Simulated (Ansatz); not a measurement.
# InSbO: the cost of one run

Program: Ansatz 0.2.0. Level of theory: DFT PBE, scalar-relativistic, plane waves, PAW. These are calculated values, not measurements.

### 1 Starting point

Symmetry: P-6m2, No. 187, hexagonal system. Conventional cell: a = 4.335 Å, b = 4.335 Å, c = 4.369 Å, α = 90.00°, β = 90.00°, γ = 120.00°. Around In (site symmetry -6m2) lie 6 Sb at 3.32 Å and 6 O at 3.32 Å. Around Sb (site symmetry -6m2) lie 3 O at 2.50 Å. O (site symmetry -6m2) has 3 Sb at 2.50 Å and 6 In at 3.32 Å in its first shell of neighbours.

Structure file:

```
CELL_PARAMETERS angstrom
4.33539 0.00000 0.00000
-2.16770 3.75456 0.00000
0.00000 0.00000 4.36912
ATOMIC_POSITIONS crystal
In 0.00000 0.00000 0.00000
Sb 0.33333 0.66667 0.50000
O 0.66667 0.33333 0.50000
```

Recipe of the guess: species swapped into a database cell of NdAlSi (P-6m2, No. 187), with In on the Nd sites, O on the Al sites and Sb on the Si sites. Lengths come from tabulated atomic sizes and are only a guess.

### 2 A first look at the guess

The input, input.yaml:

```yaml
crystal:
  lattice:
    - [4.33539204, 0.0, 0.0]
    - [-2.16769602, 3.75455964, 0.0]
    - [0.0, 0.0, 4.36912018]
  atoms:
    - { symbol: In, position: [0.0, 0.0, 0.0] }
    - { symbol: Sb, position: [0.33333333, 0.66666667, 0.5] }
    - { symbol: O, position: [0.66666667, 0.33333333, 0.5] }
basis:
  ecutwfc: 420
kpoints:
  mp_grid: { grid: [6, 6, 4] }
hamiltonian:
  xc: pbe
scf:
  occupations: { method: gaussian, width: 0.1 }
  lower_state_search: "off"
output:
  forces: true
  stress: true
  eigenvalues: true
```

Launch:

```
> ansatz run input.yaml --threads 1 --pin off --max-ram 2560MiB --backend cpu --events-out ev --progress --plain --runs-dir out
```

Q: Estimate wall time and peak memory on 1 thread of Intel Xeon Platinum 8488C (Sapphire Rapids), shared host.

About 2.7 s, with a peak of 0.42 GiB.
